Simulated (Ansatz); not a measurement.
Crystal: LaFeGe.

```
La Ge Fe
1.0
     4.23181    0.00000    0.00000
    -2.11590    3.66485    0.00000
     0.00000    0.00000    4.28578
La Ge Fe
1 1 1
Direct
  0.00000 0.00000 0.00000
  0.66667 0.33333 0.50000
  0.33333 0.66667 0.50000
```

The cell comes from a database or a generator and needn't be the stable form of this composition.

Program: Ansatz 0.2.0. Alike in all runs: task single point; level PBE; potentials or basis Ansatz PAW; cell as given; k mesh 6 × 6 × 5; cutoff (eV) 420; smearing fermi-dirac 0.05 eV.

**Question.** Order these runs on this cell by their pressure, lowest first.
A. spin collinear, program default start; fixed moment (μB) 0.0
B. spin collinear, ferromagnetic start; fixed moment (μB) 6.0
C. spin collinear, ferromagnetic start; fixed moment (μB) 2.2
D. spin collinear, ferromagnetic start; fixed moment (μB) 4.5

**Answer.** A (-3.9 GPa), C (-0.1 GPa), D (4.0 GPa), B (7.8 GPa).

Caveats: the total moment is fixed, so each spin has its own Fermi level; the thresholds are loose for stress.
